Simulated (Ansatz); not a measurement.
**C3H4Zn (SMILES C=C=[CH][ZnH]) at SVWN5-D3(BJ)-ATM/cc-pVDZ-DK (damping of pbe0)**

Aim: the energy difference between two shapes of C3H4Zn at SVWN5-D3(BJ)-ATM/cc-pVDZ-DK (damping of pbe0), from 2 runs. 

The results are computed with Ansatz 0.2.0.

3 further runs of the same task are left out: 3 set aside as unsound or not needed.

## Step 1: The molecule

C3H4Zn: 8 atoms, total charge 0, spin state singlet. SMILES: `C=C=[CH][ZnH]`. The shape is that of a PBE0-D4/def2-TZVP optimisation.

Bond lengths: C1–C2 1.306 Å, C2–C3 1.299 Å, C3–Zn4 1.926 Å, C1–H5 1.084 Å, C1–H6 1.084 Å, C3–H7 1.088 Å, Zn4–H8 1.536 Å. Angles: C1–C2–C3 177.3°, C2–C3–Zn4 117.9°, C2–C1–H5 121.1°, C2–C1–H6 121.1°, C2–C3–H7 118.5°, Zn4–C3–H7 123.6°, C3–Zn4–H8 178.7°, H5–C1–H6 117.8°.

## Step 2: The energy at SVWN5-D3(BJ)-ATM/cc-pVDZ-DK (damping of pbe0)

Contents of run.yaml:

```yaml
crystal:
  periodic: [false, false, false]
  atoms:
    - {symbol: C, position_ang: [-0.484500, 1.665700, -0.284000]}
    - {symbol: C, position_ang: [0.232700, 0.589900, -0.102400]}
    - {symbol: C, position_ang: [0.894300, -0.512800, 0.084000]}
    - {symbol: Zn, position_ang: [-0.112400, -2.130600, 0.366600]}
    - {symbol: H, position_ang: [-0.788000, 1.975300, -1.278000]}
    - {symbol: H, position_ang: [-0.779800, 2.289800, 0.552200]}
    - {symbol: H, position_ang: [1.981900, -0.474300, 0.072600]}
    - {symbol: H, position_ang: [-0.944100, -3.402800, 0.589100]}
basis:
  gaussian:
    orbitals: cc-pVDZ-DK.json
hamiltonian:
  xc: {name: SVWN5}
  dispersion: {method: d3bjatm, functional: pbe0}
  pseudopotentials:
    relativity: none
accuracy: high
```

The basis set cc-pVDZ-DK is read from a file made from the Basis Set Exchange's data (not shown).

Started as:

```sh
ansatz run run.yaml --threads 1 --pin off --max-ram 2610MiB --events-out events.jsonl --progress --plain --runs-dir runs
```

The log of the run:

```text
Warning: RAYON_NUM_THREADS=1 ignored (pool sized by the plan → 1); use --threads N
Functional definition: SVWN5
  name "SVWN5"
  exchange = slater_x
  correlation = vwn5_c
2381 factors; integrals over basis functions are off by at most 4.6e-9 eV
mean field evaluation 1: about -51222.2846 eV, gradient 8.7e1 eV
mean field evaluation 2: about -51114.9009 eV, gradient 2.2e2 eV
mean field evaluation 4: about -51233.5821 eV, gradient 2.9e1 eV
mean field evaluation 8: about -51235.6704 eV, gradient 6.4e-1 eV
mean field evaluation 16: about -51235.6669 eV, gradient 1.2e-4 eV
mean field -51235.66690746 eV, -1882.8760300670 hartree, gradient 9.9e-8 eV, S^2 0.000000; 0 other end points of the search recorded, 0 dependent functions left out
reference -51235.66691177 eV, -1882.8760302253 hartree; 26, 26 occupied and 79, 79 virtual orbitals, 2381 factors
WARN: the results are in doubt because the basis set is contracted for relativity, which is off
Total energy: -51235.79437834 eV, -1882.8807145354 hartree
In doubt: the basis set is contracted for relativity, which is off
```

Wall time 8.4 s (1 thread of Intel Xeon Platinum 8488C (Sapphire Rapids), shared host).

## Step 3: The distorted shape, same level

Contents of run.yaml:

```yaml
crystal:
  periodic: [false, false, false]
  atoms:
    - {symbol: C, position_ang: [-0.463077, 1.699943, -0.266525]}
    - {symbol: C, position_ang: [0.273219, 0.569891, -0.129429]}
    - {symbol: C, position_ang: [0.904353, -0.533886, 0.051394]}
    - {symbol: Zn, position_ang: [-0.105767, -2.105223, 0.360883]}
    - {symbol: H, position_ang: [-0.789793, 1.985611, -1.296881]}
    - {symbol: H, position_ang: [-0.773025, 2.278355, 0.566352]}
    - {symbol: H, position_ang: [1.956562, -0.491530, 0.087714]}
    - {symbol: H, position_ang: [-0.948276, -3.391534, 0.610513]}
basis:
  gaussian:
    orbitals: cc-pVDZ-DK.json
hamiltonian:
  xc: {name: SVWN5}
  dispersion: {method: d3bjatm, functional: pbe0}
  pseudopotentials:
    relativity: none
accuracy: high
```

The basis set cc-pVDZ-DK is read from a file made from the Basis Set Exchange's data (not shown).

Started as:

```sh
ansatz run run.yaml --threads 1 --pin off --max-ram 2610MiB --events-out events.jsonl --progress --plain --runs-dir runs
```

The log of the run:

```text
Warning: RAYON_NUM_THREADS=1 ignored (pool sized by the plan → 1); use --threads N
[... 4 set-up lines as earlier in the session ...]
2385 factors; integrals over basis functions are off by at most 4.2e-9 eV
mean field evaluation 1: about -51222.2241 eV, gradient 8.7e1 eV
mean field evaluation 2: about -51119.8228 eV, gradient 2.2e2 eV
mean field evaluation 4: about -51233.6862 eV, gradient 2.7e1 eV
mean field evaluation 8: about -51235.5268 eV, gradient 7.5e-1 eV
mean field evaluation 16: about -51235.5233 eV, gradient 1.2e-4 eV
mean field -51235.52332983 eV, -1882.8707536862 hartree, gradient 5.7e-8 eV, S^2 0.000000; 0 other end points of the search recorded, 0 dependent functions left out
reference -51235.52333415 eV, -1882.8707538450 hartree; 26, 26 occupied and 79, 79 virtual orbitals, 2385 factors
WARN: the results are in doubt because the basis set is contracted for relativity, which is off
Total energy: -51235.65088720 eV, -1882.8754413331 hartree
In doubt: the basis set is contracted for relativity, which is off
```

It took 8.7 s on 1 thread of Intel Xeon Platinum 8488C (Sapphire Rapids), shared host.

## Step 4: Summary of results

Level: SVWN5-D3(BJ)-ATM/cc-pVDZ-DK (damping of pbe0).

```
                              quantity           value
             first shape: total energy  -1882.88071 Eh
        first shape: dispersion energy   -12.30 kJ/mol
         distorted shape: total energy  -1882.87544 Eh
    distorted shape: dispersion energy   -12.31 kJ/mol
energy change with the atoms displaced        0.143 eV
```

**Reading.** With the atoms displaced the energy rises by 0.14 eV (13.8 kJ/mol). The first shape isn't relaxed at this level, so the change isn't measured from a minimum. The basis (first shape) was made for a relativistic Hamiltonian, but the run is non-relativistic. The basis (distorted shape) was made for a relativistic Hamiltonian, but the run is non-relativistic.
